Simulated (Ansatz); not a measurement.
# Si₂HF₅: a ladder of functionals and wavefunction methods

How much do the methods differ for Si₂HF₅? The plan is to run it at one geometry with functionals of several rungs and with coupled cluster. The yardstick is the atomisation energy at the CCSD(T) limit.

Method: functionals in def2-TZVPP, the program's frozen cores in correlated methods; program: Ansatz 0.2.0, Gaussian basis.

Plan: LDA (SPW92), PBE-D4, revPBE-D4, BLYP-D4, r2SCAN-D4, B97M-V, PBE0-D4, B3LYP-D4, r2SCANh-D4, r2SCAN0-D4, HSE06-D4, BHLYP-D4, CAM-B3LYP-D4, LC-ωPBE, ωB97X-V, ωB97M-V, B2PLYP, PBE-QIDH; CCSD(T)/def2-SVP; CCSD(T)/def2-TZVPP; MP2/def2-QZVPP; extrapolation to the limit; RPA on PBE.

**1. Structure used throughout**

An earlier PBE0-D4 in a triple-zeta def2 set relaxation fixed the geometry.

SMILES `F[SiH](F)[Si](F)(F)F`, 8 atoms, charge 0, spin multiplicity 1.

Atoms are counted from 1 here; the program's logs count them from 0.

Bond lengths: F1–Si2 1.586 Å, Si2–F3 1.586 Å, Si2–Si4 2.346 Å, Si2–H8 1.477 Å, Si4–F5 1.578 Å, Si4–F6 1.578 Å, Si4–F7 1.576 Å. Angles: F1–Si2–F3 108.2°, F1–Si2–Si4 108.0°, F1–Si2–H8 108.7°, F3–Si2–Si4 108.1°, F3–Si2–H8 108.7°, Si4–Si2–H8 115.0°, Si2–Si4–F5 110.7°, Si2–Si4–F6 110.7°, Si2–Si4–F7 112.0°, F5–Si4–F6 107.5°, F5–Si4–F7 107.9°, F6–Si4–F7 107.9°.

Coordinates:

```xyz
8
F5HSi2
F     1.20188   -0.68095    1.77501
Si    0.18748   -1.00993    0.60095
F     0.88230   -2.04405   -0.38060
Si   -0.21022    0.97045   -0.59220
F    -1.18679    0.70573   -1.80374
F    -0.88662    2.05422    0.33495
F     1.11976    1.58947   -1.16919
H    -1.01548   -1.64214    1.17912
```

**2. LDA**

This LDA is Slater exchange with PW92 correlation.

Contents of in.yaml:

```yaml
crystal:
  periodic: [false, false, false]
  atoms:
    - {symbol: F, position_ang: [1.201878, -0.680952, 1.775009]}
    - {symbol: Si, position_ang: [0.187475, -1.009928, 0.600950]}
    - {symbol: F, position_ang: [0.882303, -2.044051, -0.380601]}
    - {symbol: Si, position_ang: [-0.210225, 0.970450, -0.592200]}
    - {symbol: F, position_ang: [-1.186790, 0.705731, -1.803736]}
    - {symbol: F, position_ang: [-0.886617, 2.054215, 0.334948]}
    - {symbol: F, position_ang: [1.119761, 1.589473, -1.169194]}
    - {symbol: H, position_ang: [-1.015483, -1.642136, 1.179124]}
basis:
  gaussian: {orbitals: def2-TZVPP}
hamiltonian: {xc: lda}
output: {orbitals: {seedname: orbitals}}
```

Further steps of the session: PBE-D4 (GGA); revPBE-D4 (GGA); BLYP-D4 (GGA); r2SCAN-D4 (meta-GGA); B97M-V (meta-GGA); PBE0-D4 (hybrid); B3LYP-D4 (hybrid); r2SCANh-D4 (hybrid); r2SCAN0-D4 (hybrid); HSE06-D4 (hybrid); BHLYP-D4 (hybrid); CAM-B3LYP-D4 (range-separated); LC-ωPBE-D4 (range-separated); ωB97X-V (range-separated); ωB97M-V (range-separated); B2PLYP (double hybrid); PBE-QIDH (double hybrid); CCSD(T) in def2-SVP; CCSD(T) in def2-TZVPP; MP2 in def2-QZVPP; RPA on PBE orbitals.

Q: Predict the results of all the runs planned. Wanted: atomisation energy, CCSD(T)/CBS; farthest beyond LDA; mean size of error, GGA; mean size of error, meta-GGA; mean size of error, hybrid; mean size of error, range-separated; mean size of error, double hybrid; gap, smallest and largest; T1 diagnostic.

**Answer**, as computed:

| quantity | value |
| --- | --- |
| atomisation energy, CCSD(T)/CBS | 3500.3 kJ/mol |
| functionals within 17.5 kJ/mol (0.5 %) | PBE-D4, CAM-B3LYP-D4 |
| farthest beyond LDA | BHLYP-D4 (-195.4 kJ/mol) |
| mean size of error, GGA | 54.5 kJ/mol |
| mean size of error, meta-GGA | 27.6 kJ/mol |
| mean size of error, hybrid | 107.1 kJ/mol |
| mean size of error, range-separated | 27.6 kJ/mol |
| mean size of error, double hybrid | 73.6 kJ/mol |
| gap, smallest and largest | 6.03 eV (LDA (SPW92)), 13.45 eV (LC-ωPBE) |
| T1 diagnostic | 0.0126 |
| triples share of the correlation energy | 2.8 % |

What this shows: The LDA atomisation energy is off by 483.7 kJ/mol (14 %): it overbinds. PBE-D4 is off by +3.2 kJ/mol. Double hybrids carry the basis error of their MP2 part in triple zeta, and no dispersion term here, so their miss is partly the set-up's. Taken by rung, meta-GGA functionals do best (27.6 kJ/mol on average) and hybrid ones worst beyond LDA (107.1 kJ/mol). The gap between the best rungs is small, so their order is not settled. The mean of the hybrids holds BHLYP, with half exact exchange. The reference freezes the cores and leaves out relativity and excitations past (T), so misses under about 17.5 kJ/mol can't be ranked. Hartree-Fock recovers 74 % of the binding; the rest is correlation. CCSD(T) in def2-SVP is off by -370.0 kJ/mol, so the small basis spoils what the method gains. The gap grows from 6.0 to 13.4 eV across the functionals, mostly with the share of exact exchange.
